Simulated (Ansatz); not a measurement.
Write a Python script for Ansatz 0.2.0, Python API that makes a ranking of structure types by relaxed energy of Os on several prototypes. Use (first run): PBEsol, PAW, cutoff 520 eV, 18×18×10 k-points, Fermi-Dirac smearing of 0.05 eV.

`prototypes_os.py`
```python
# -*- coding: utf-8 -*-
"""Relaxed energies of Os in several structure types."""

import warnings

import ansatz as az
import numpy as np
import spglib
from tabulate import tabulate

XC = "pbesol"
CUTOFF_EV = 520
K_SPACING = 0.15
FILLING = "fermi_dirac"
SMEARING_WIDTH = 0.05


def hcp(first, a):
    return (
        az.Lattice.from_parameters(a, a, 1.633 * a, alpha=90, beta=90, gamma=120)
        .space_group(194)
        .atom(first, (1 / 3, 2 / 3, 0.25))
    )


def sc(a_site, a):
    return (
        az.Lattice.cubic(a)
        .space_group(221)
        .atom(a_site, (0, 0, 0))
    )


def bcc(first, a):
    return (
        az.Lattice.bcc(a)
        .space_group(229)
        .atom(first, (0, 0, 0))
        .primitive()
    )


def diamond(a_site, a):
    return az.Crystal.diamond(a_site, a=a)


def ground_state(name, crystal):
    calc = (
        crystal.calculation()
        .functional(XC)
        .basis(CUTOFF_EV)
        .kpoints(spacing=K_SPACING)
        .occupations(FILLING, width=SMEARING_WIDTH)
        .stress()
        .band_table()
    )
    calc = calc.relax(force_tolerance=0.03, cell=True)
    return calc.run(threads=1)

def relaxed_twice(name, crystal):
    # the second pass draws mesh and plane waves anew for the relaxed cell
    first = ground_state(name, crystal)
    again = az.Crystal(lattice=az.Lattice.of(first.lattice.cell_ang))
    for site in first.report["lattice"]["sites"]:
        again = again.atom(site["symbol"], site["position_frac"])
    return ground_state(name, again)


def pressure_gpa(outcome):
    return float(np.trace(outcome.report["stress_gpa"]) / 3)


def volume_per_atom(outcome):
    return abs(np.linalg.det(outcome.lattice.cell_ang)) / len(outcome.lattice.sites)


def space_group(outcome):
    sites = outcome.report["lattice"]["sites"]
    kinds = sorted({site["symbol"] for site in sites})
    cell = (outcome.lattice.cell_ang, [site["position_frac"] for site in sites], [kinds.index(site["symbol"]) for site in sites])
    return spglib.get_spacegroup(cell, symprec=0.01)

# a is a first guess in angstrom
warnings.simplefilter("ignore", az.DeckWarning)

phases = {}
phases["hcp"] = hcp("Os", 2.7)
phases["sc"] = sc("Os", 2.49)
phases["bcc"] = bcc("Os", 3.04)
phases["diamond"] = diamond("Os", 5.26)

done = {}
for name, crystal in phases.items():
    try:
        done[name] = relaxed_twice(name, crystal)
    except az.NonConvergedError as error:
        print(name, "did not converge:", str(error)[:120])

energy = {name: o.report["energy_sigma0_ev"] / len(o.lattice.sites) for name, o in done.items()}
lowest = min(energy.values())
rows = [(name, len(o.lattice.sites), 1000 * (energy[name] - lowest), pressure_gpa(o), volume_per_atom(o), space_group(o)) for name, o in done.items()]
rows.sort(key=lambda row: row[2])
print(tabulate(rows, headers=["phase", "atoms", "dE (meV/atom)", "P (GPa)", "V (A^3/atom)", "space group"], floatfmt=".4f", tablefmt="github"))
```

```console
$ python prototypes_os.py
| phase   |   atoms |   dE (meV/atom) |   P (GPa) |   V (A^3/atom) | space group    |
|---------|---------|-----------------|-----------|----------------|----------------|
| hcp     |       2 |          0.0000 |   -0.0001 |        13.8907 | P6_3/mmc (194) |
| bcc     |       1 |        926.1576 |    0.0141 |        14.3507 | Im-3m (229)    |
| diamond |       2 |       1501.6838 |    0.0268 |        20.8056 | Fd-3m (227)    |
| sc      |       1 |       1647.4777 |    0.0135 |        16.2026 | Pm-3m (221)    |
```

By space group at the end of each run: P6_3/mmc (+0 meV an atom, 13.9 Å³), Im-3m (+926 meV an atom, 14.4 Å³), Fd-3m (+1502 meV an atom, 20.8 Å³) and Pm-3m (+1647 meV an atom, 16.2 Å³).

What to keep in mind:
- Spin is left out of this run.
- Pressure is positive in compression.
- Spin-orbit coupling, which matters for elements this heavy, is left out.
- The cells are built on prototypes, so most aren't the phase found in nature. Rows bear the name of their start, and a relaxation keeps or raises the symmetry. Differences under 10 to 15 meV an atom lie within the error of mesh and functional.
- Timing: 4.3 min on 1 thread of Arm Neoverse N1, with other jobs on the host, peak memory 0.58 GiB.
